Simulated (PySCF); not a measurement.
# [La(NH3)6]3+: forces at shaken geometries

Aim: move all atoms of relaxed [La(NH3)6]3+ at random and read energies and forces. The species was built from a template and needn't be a known compound.

Program: PySCF 2.14.0. Level of theory: r2SCAN, La def2-SVP with ECP46, N def2-SVP, H def2-SVP; scalar-relativistic core potentials, no spin–orbit coupling. These are calculated values, not measurements.

4 further runs of the same task are left out: 2 for a known fault of the program, 2 that didn't finish.

### 1 Starting geometry

25 atoms, charge 3, spin multiplicity 1.

Bond lengths: La1–N2 2.711 Å, La1–N6 2.711 Å, La1–N10 2.711 Å, La1–N14 2.711 Å, La1–N18 2.711 Å, La1–N22 2.711 Å, N2–H3 1.030 Å, N2–H4 1.030 Å, N2–H5 1.030 Å, N6–H7 1.030 Å, N6–H8 1.030 Å, N6–H9 1.030 Å, N10–H11 1.030 Å, N10–H12 1.030 Å, N10–H13 1.030 Å, N14–H15 1.030 Å, N14–H16 1.030 Å, N14–H17 1.030 Å and more. Angles: N2–La1–N6 180.0°, N2–La1–N10 89.9°, N2–La1–N14 89.7°, N2–La1–N18 90.1°, N2–La1–N22 90.3°, N6–La1–N10 90.1°, N6–La1–N14 90.3°, N6–La1–N18 89.9°, N6–La1–N22 89.7°, N10–La1–N14 90.0°, N10–La1–N18 180.0°, N10–La1–N22 90.0°, N14–La1–N18 90.0°, N14–La1–N22 180.0°, N18–La1–N22 90.0°, La1–N2–H3 115.7°, La1–N2–H4 115.8°, La1–N2–H5 115.7° and more.

As a file:

```xyz
25
H18LaN6
La    0.00000    0.00000    0.00000
N     0.00462    0.00700    2.71119
H     0.80926    0.47281    3.15533
H    -0.79847    0.47156    3.15934
H     0.00654   -0.92003    3.16093
N    -0.00462   -0.00700   -2.71119
H     0.79847   -0.47156   -3.15934
H    -0.80926   -0.47281   -3.15533
H    -0.00654    0.92003   -3.16093
N     2.71077   -0.00116    0.00202
H     3.15729   -0.46440    0.80688
H     3.16060   -0.46395   -0.80112
H     3.15586    0.92817    0.00231
N     0.00121    2.71077    0.00590
H     0.45301    3.15505    0.81846
H     0.47539    3.16276   -0.78941
H    -0.92807    3.15588   -0.00464
N    -2.71077    0.00116   -0.00202
H    -3.16060    0.46395    0.80112
H    -3.15729    0.46440   -0.80688
H    -3.15586   -0.92817   -0.00231
N    -0.00121   -2.71077   -0.00590
H    -0.47539   -3.16276    0.78941
H    -0.45301   -3.15505   -0.81846
H     0.92807   -3.15588    0.00464
```

Formal oxidation states: La +3. An earlier session relaxed this geometry at r2SCAN, La def2-SVP with ECP46, N def2-SVP, H def2-SVP (singlet, point group Ci).

Its energy there is -369.746014 Eh.

### 2 Atoms moved at random, σ = 0.06 Å

run.py (the lines that set the calculation) reads:

```python
mol = gto.M(atom='''
La    -0.02555    -0.03709     0.00753
N      0.02085     0.00988     2.79053
H      0.86392     0.55760     3.14427
H     -0.85211     0.37139     3.18705
H      0.07994    -0.83824     3.17004
N      0.05780    -0.02815    -2.64032
H      0.79433    -0.44329    -3.16276
H     -0.79989    -0.52121    -3.21731
H      0.06972     0.85643    -3.14571
N      2.66473    -0.01211    -0.11048
H      3.17750    -0.39186     0.73321
H      3.14766    -0.44826    -0.82447
H      3.10566     0.90111    -0.06879
N     -0.01922     2.66531    -0.01719
H      0.34924     3.21560     0.75816
H      0.58120     3.12724    -0.82381
H     -1.01282     3.04108    -0.04874
N     -2.77276     0.03511     0.03065
H     -3.15830     0.56086     0.90365
H     -3.17336     0.42077    -0.72633
H     -3.20114    -0.87468     0.02991
N      0.02676    -2.60523     0.02181
H     -0.39401    -3.27892     0.76935
H     -0.47597    -3.14421    -0.77765
H      0.94581    -3.13913     0.01740''',
    basis={'La': 'def2-SVP', 'N': 'def2-SVP', 'H': 'def2-SVP'},
    ecp={'La': 'def2-SVP'},
    charge=3, spin=0)
mf = dft.RKS(mol, xc='R2SCAN')
mf.grids.atom_grid = (50, 194)  # f atoms: unpruned, at least (60, 302)
mf = mf.density_fit()  # fitting sets: La def2-universal-JKFIT, N def2-universal-JKFIT, H def2-universal-JKFIT
mf.conv_tol = 1e-08; mf.max_cycle = 55
mf.kernel(dm0)  # dm0: the density of the relaxed state
```

Run with:

```bash
$ OMP_NUM_THREADS=4 python run.py
```

Output:

```text
init E= -369.558468906066
  HOMO = -0.727710424372362  LUMO = -0.514834394150751  gap/eV = 5.79265
cycle= 1 E= -369.679649063998  delta_E= -0.121  |g|= 0.148  |ddm|= 0.495
  HOMO = -0.695916743100592  LUMO = -0.482927833584679  gap/eV = 5.79572
cycle= 2 E= -369.675135887585  delta_E= 0.00451  |g|= 0.211  |ddm|= 0.278
  HOMO = -0.704729585016593  LUMO = -0.486168832999931  gap/eV = 5.94734
cycle= 3 E= -369.684951183936  delta_E= -0.00982  |g|= 0.0231  |ddm|= 0.162
  HOMO = -0.705250633971921  LUMO = -0.486869413328207  gap/eV = 5.94246
cycle= 4 E= -369.685072525837  delta_E= -0.000121  |g|= 0.00372  |ddm|= 0.0225
  HOMO = -0.704947845638872  LUMO = -0.486932030514801  gap/eV = 5.93251
cycle= 5 E= -369.685075116196  delta_E= -2.59e-06  |g|= 0.00197  |ddm|= 0.00459
  HOMO = -0.705069696682376  LUMO = -0.486932889239798  gap/eV = 5.93580
cycle= 6 E= -369.685075955707  delta_E= -8.4e-07  |g|= 0.000449  |ddm|= 0.00179
  HOMO = -0.705080911608217  LUMO = -0.486945670278964  gap/eV = 5.93576
cycle= 7 E= -369.685076001006  delta_E= -4.53e-08  |g|= 7.85e-05  |ddm|= 0.000436
  HOMO = -0.705079729708825  LUMO = -0.486947937400301  gap/eV = 5.93567
cycle= 8 E= -369.685076002212  delta_E= -1.21e-09  |g|= 4.1e-05  |ddm|= 0.000102
  HOMO = -0.705085498495057  LUMO = -0.486947271281753  gap/eV = 5.93584
Extra cycle  E= -369.685076001693  delta_E= 5.18e-10  |g|= 6.37e-05  |ddm|= 7.81e-05
converged SCF energy = -369.685076001693
```

Wall time 29 s (4 threads of Arm Neoverse N1, shared host).

It gives: E = -369.685076 Eh (+1.658 eV from the relaxed state), HOMO -19.19 eV, LUMO -13.25 eV, Mulliken charge on La1 +1.50 e, largest force component 5.233 eV/Å. 

| atom | Fx | Fy | Fz (eV/Å) |
| --- | --- | --- | --- |
| La1 | -0.127 | 0.536 | 0.392 |
| N2 | 0.650 | 5.160 | -2.763 |
| H3 | -1.558 | -0.618 | -0.063 |
| H4 | 0.275 | 0.552 | 0.298 |
| H5 | 0.653 | -5.093 | 2.343 |
| N6 | -3.540 | -1.060 | -1.668 |
| H7 | 1.653 | -1.177 | -0.457 |
| H8 | 2.156 | 1.336 | 1.844 |
| H9 | -0.282 | 0.914 | 0.094 |
| N10 | -0.686 | 0.732 | 3.695 |
| H11 | -0.749 | -0.134 | -0.640 |
| H12 | 1.457 | -1.487 | -2.590 |
| H13 | 0.033 | 0.919 | -0.426 |
| N14 | 0.367 | 1.106 | -1.584 |
| H15 | 0.227 | 0.014 | 0.660 |
| H16 | -1.920 | -0.916 | 1.483 |
| H17 | 1.284 | -0.157 | -0.563 |
| N18 | 2.311 | -0.413 | 5.233 |
| H19 | 0.440 | -1.153 | -1.896 |
| H20 | -2.171 | 2.531 | -3.848 |
| H21 | -0.492 | -0.967 | 0.488 |
| N22 | -0.770 | -4.560 | 0.132 |
| H23 | 0.348 | 1.726 | -0.595 |
| H24 | 0.940 | 1.261 | 0.794 |
| H25 | -0.498 | 0.946 | -0.363 |

### 3 Atoms moved at random, σ = 0.06 Å

run.py (the lines that set the calculation) reads:

```python
mol = gto.M(atom='''
La     0.05626    -0.01627     0.02965
N      0.01665    -0.00431     2.64449
H      0.74199     0.45617     3.18234
H     -0.85898     0.53908     3.19064
H     -0.03560    -1.02433     3.14282
N      0.04635    -0.01480    -2.73891
H      0.87234    -0.54334    -3.15853
H     -0.88057    -0.42137    -3.18225
H      0.01425     1.00780    -3.06124
N      2.67226    -0.04476     0.02513
H      3.10731    -0.41162     0.78274
H      3.22000    -0.39997    -0.76065
H      3.12566     0.95975    -0.05874
N     -0.07354     2.78098     0.01327
H      0.52158     3.19034     0.73117
H      0.48326     3.16555    -0.79944
H     -0.90315     3.12345    -0.05707
N     -2.81509     0.03198    -0.15633
H     -3.13802     0.50019     0.85602
H     -3.18101     0.40731    -0.80965
H     -3.07289    -0.99513     0.08382
N      0.04639    -2.69326     0.07243
H     -0.54309    -3.17492     0.72969
H     -0.39446    -3.18525    -0.73274
H      0.97206    -3.23327     0.03134''',
    basis={'La': 'def2-SVP', 'N': 'def2-SVP', 'H': 'def2-SVP'},
    ecp={'La': 'def2-SVP'},
    charge=3, spin=0)
mf = dft.RKS(mol, xc='R2SCAN')
mf.grids.atom_grid = (50, 194)  # f atoms: unpruned, at least (60, 302)
mf = mf.density_fit()  # fitting sets: La def2-universal-JKFIT, N def2-universal-JKFIT, H def2-universal-JKFIT
mf.conv_tol = 1e-08; mf.max_cycle = 55
mf.kernel(dm0)  # dm0: the density of the relaxed state
```

Run with:

```bash
$ OMP_NUM_THREADS=4 python run.py
```

Output:

```text
init E= -369.322434675699
  HOMO = -0.751589516331517  LUMO = -0.552697918013423  gap/eV = 5.41212
cycle= 1 E= -369.594452671074  delta_E= -0.272  |g|= 0.225  |ddm|= 0.62
  HOMO = -0.660210149371397  LUMO = -0.486091749498183  gap/eV = 4.73800
cycle= 2 E= -369.58120224021  delta_E= 0.0133  |g|= 0.34  |ddm|= 0.462
  HOMO = -0.689562017685841  LUMO = -0.490244416121508  gap/eV = 5.42371
cycle= 3 E= -369.606965470398  delta_E= -0.0258  |g|= 0.034  |ddm|= 0.269
  HOMO = -0.690002341073571  LUMO = -0.492975953977487  gap/eV = 5.36136
cycle= 4 E= -369.607250464621  delta_E= -0.000285  |g|= 0.00534  |ddm|= 0.0372
  HOMO = -0.690596105985342  LUMO = -0.492939812512514  gap/eV = 5.37850
cycle= 5 E= -369.607255136574  delta_E= -4.67e-06  |g|= 0.0031  |ddm|= 0.00621
  HOMO = -0.690455213507251  LUMO = -0.492999713191172  gap/eV = 5.37304
cycle= 6 E= -369.607257194989  delta_E= -2.06e-06  |g|= 0.000675  |ddm|= 0.00277
  HOMO = -0.69055405071393  LUMO = -0.493032379776775  gap/eV = 5.37484
cycle= 7 E= -369.607257299292  delta_E= -1.04e-07  |g|= 0.000112  |ddm|= 0.00069
  HOMO = -0.690548505678278  LUMO = -0.493030002278569  gap/eV = 5.37475
cycle= 8 E= -369.607257301968  delta_E= -2.68e-09  |g|= 5.65e-05  |ddm|= 0.000163
  HOMO = -0.690548175440899  LUMO = -0.493031276045989  gap/eV = 5.37471
Extra cycle  E= -369.607257300756  delta_E= 1.21e-09  |g|= 9.29e-05  |ddm|= 0.000117
converged SCF energy = -369.607257300756
```

Run time: 28 s. Hardware: 4 threads of Arm Neoverse N1, shared host.

Result: E = -369.607257 Eh (+3.776 eV from the relaxed state), HOMO -18.79 eV, LUMO -13.42 eV, Mulliken charge on La1 +1.45 e, largest force component 16.985 eV/Å. 

| atom | Fx | Fy | Fz (eV/Å) |
| --- | --- | --- | --- |
| La1 | -0.794 | 0.298 | -0.674 |
| N2 | -3.496 | -1.116 | 3.167 |
| H3 | 0.989 | 0.141 | 0.267 |
| H4 | 2.351 | -1.844 | -1.826 |
| H5 | 0.159 | 2.815 | -1.259 |
| N6 | -1.535 | -0.007 | -0.619 |
| H7 | -1.336 | 1.092 | 0.034 |
| H8 | 2.361 | 0.721 | 0.791 |
| H9 | 0.527 | -1.764 | 0.006 |
| N10 | -0.474 | 4.474 | -3.960 |
| H11 | 2.084 | -1.730 | 3.644 |
| H12 | -0.075 | -0.861 | -0.394 |
| H13 | -1.165 | -1.833 | 0.713 |
| N14 | 9.096 | -3.841 | -1.148 |
| H15 | -0.751 | 0.426 | 0.870 |
| H16 | -1.028 | -0.443 | 0.373 |
| H17 | -7.254 | 3.626 | -0.103 |
| N18 | 7.375 | -7.546 | 16.985 |
| H19 | 0.644 | -1.015 | -3.730 |
| H20 | -7.447 | 6.312 | -11.667 |
| H21 | -0.168 | 2.159 | -1.457 |
| N22 | 1.044 | -1.112 | -1.807 |
| H23 | -0.044 | -0.442 | 1.579 |
| H24 | 0.148 | 0.696 | -0.470 |
| H25 | -1.212 | 0.795 | 0.684 |

### 4 Atoms moved at random, σ = 0.06 Å

run.py (the lines that set the calculation) reads:

```python
mol = gto.M(atom='''
La     0.09755     0.02532     0.00526
N      0.08702     0.07411     2.65504
H      0.76391     0.48838     3.13138
H     -0.72184     0.43551     3.17184
H      0.01001    -0.92596     3.02944
N     -0.08378     0.05959    -2.68956
H      0.79250    -0.44351    -3.17447
H     -0.71997    -0.40471    -3.27919
H     -0.02616     0.92032    -3.10505
N      2.77431    -0.04289     0.02081
H      3.13517    -0.51181     0.81704
H      3.14739    -0.52270    -0.71154
H      3.28300     0.92975     0.05409
N      0.01538     2.62789     0.01733
H      0.35550     3.23656     0.92038
H      0.43129     2.98022    -0.78262
H     -0.84934     3.18089    -0.00114
N     -2.82266    -0.00458     0.00818
H     -3.28722     0.51671     0.83182
H     -3.20785     0.47071    -0.74996
H     -3.10026    -0.96499    -0.04422
N      0.01509    -2.66530    -0.07276
H     -0.51991    -3.07977     0.80665
H     -0.50220    -3.23402    -0.84837
H      0.93307    -3.14571    -0.01038''',
    basis={'La': 'def2-SVP', 'N': 'def2-SVP', 'H': 'def2-SVP'},
    ecp={'La': 'def2-SVP'},
    charge=3, spin=0)
mf = dft.RKS(mol, xc='R2SCAN')
mf.grids.atom_grid = (50, 194)  # f atoms: unpruned, at least (60, 302)
mf = mf.density_fit()  # fitting sets: La def2-universal-JKFIT, N def2-universal-JKFIT, H def2-universal-JKFIT
mf.conv_tol = 1e-08; mf.max_cycle = 55
mf.kernel(dm0)  # dm0: the density of the relaxed state
```

Run with:

```bash
$ OMP_NUM_THREADS=4 python run.py
```

Output:

```text
init E= -369.599996620275
  HOMO = -0.713289078140438  LUMO = -0.510606295691202  gap/eV = 5.51528
cycle= 1 E= -369.664020509323  delta_E= -0.064  |g|= 0.153  |ddm|= 0.561
  HOMO = -0.676394474151525  LUMO = -0.488858556442031  gap/eV = 5.10311
cycle= 2 E= -369.661248587593  delta_E= 0.00277  |g|= 0.196  |ddm|= 0.293
  HOMO = -0.687370348934371  LUMO = -0.490514506484964  gap/eV = 5.35672
cycle= 3 E= -369.669636431351  delta_E= -0.00839  |g|= 0.0355  |ddm|= 0.166
  HOMO = -0.686872233518264  LUMO = -0.491128655597408  gap/eV = 5.32645
cycle= 4 E= -369.669918576814  delta_E= -0.000282  |g|= 0.00443  |ddm|= 0.0313
  HOMO = -0.687050005149962  LUMO = -0.491209746763413  gap/eV = 5.32908
cycle= 5 E= -369.669922094135  delta_E= -3.52e-06  |g|= 0.00236  |ddm|= 0.00519
  HOMO = -0.687096546591247  LUMO = -0.491211195040934  gap/eV = 5.33031
cycle= 6 E= -369.669923290604  delta_E= -1.2e-06  |g|= 0.000453  |ddm|= 0.00202
  HOMO = -0.687099694597242  LUMO = -0.491204167431226  gap/eV = 5.33059
cycle= 7 E= -369.669923340072  delta_E= -4.95e-08  |g|= 8.1e-05  |ddm|= 0.000499
  HOMO = -0.687104835092986  LUMO = -0.491210359082245  gap/eV = 5.33056
cycle= 8 E= -369.669923341726  delta_E= -1.65e-09  |g|= 2.52e-05  |ddm|= 0.000111
  HOMO = -0.687098612446777  LUMO = -0.491209671705907  gap/eV = 5.33041
Extra cycle  E= -369.669923341588  delta_E= 1.38e-10  |g|= 3.58e-05  |ddm|= 4.85e-05
converged SCF energy = -369.669923341588
```

Wall time 28 s (4 threads of Arm Neoverse N1, shared host).

It gives: E = -369.669923 Eh (+2.071 eV from the relaxed state), HOMO -18.70 eV, LUMO -13.37 eV, Mulliken charge on La1 +1.48 e, largest force component 5.167 eV/Å. 

| atom | Fx | Fy | Fz (eV/Å) |
| --- | --- | --- | --- |
| La1 | -0.754 | -0.267 | -0.229 |
| N2 | -5.080 | -4.141 | -2.062 |
| H3 | 4.881 | 2.344 | 3.036 |
| H4 | -0.517 | 0.438 | -0.272 |
| H5 | 0.701 | 1.279 | -0.427 |
| N6 | 3.775 | -3.881 | 0.911 |
| H7 | -1.611 | 1.348 | 1.476 |
| H8 | -2.243 | -0.973 | -0.853 |
| H9 | 0.172 | 3.582 | -1.552 |
| N10 | -1.475 | 4.666 | 2.072 |
| H11 | 0.702 | -0.750 | 1.477 |
| H12 | 1.819 | -1.810 | -3.299 |
| H13 | -0.942 | -2.153 | -0.242 |
| N14 | -1.154 | 1.288 | 5.167 |
| H15 | 0.113 | -1.841 | -2.666 |
| H16 | 1.989 | 1.476 | -2.219 |
| H17 | -0.912 | -0.473 | -0.407 |
| N18 | 1.868 | 1.330 | 3.272 |
| H19 | 0.646 | -1.544 | -1.235 |
| H20 | -1.069 | 0.947 | -2.270 |
| H21 | -0.915 | -0.791 | 0.230 |
| N22 | -2.126 | -2.174 | 0.771 |
| H23 | 1.313 | 0.884 | -1.880 |
| H24 | 1.115 | 1.192 | 1.269 |
| H25 | -0.297 | 0.023 | -0.068 |

### 5 The displacements side by side

| σ (Å) | energy rise (eV) | harmonic estimate −½ F·u (eV) | largest force component (eV/Å) |
| --- | --- | --- | --- |
| 0.06 | 1.658 | 1.694 | 5.23 |
| 0.06 | 3.776 | 4.104 | 16.98 |
| 0.06 | 2.071 | 2.041 | 5.17 |

Every displacement raises the energy. For a harmonic well the rise equals −½ F·u; the two differ by at most 9 % here (a move with σ = 0.06 Å), from anharmonicity, the grid and the small forces left at the relaxed point. The largest moves cost over 1 eV, far outside the harmonic range, so agreement there can come from errors that cancel between squeezed and stretched bonds. The bases are small and lack diffuse functions. Spin–orbit coupling is left out.
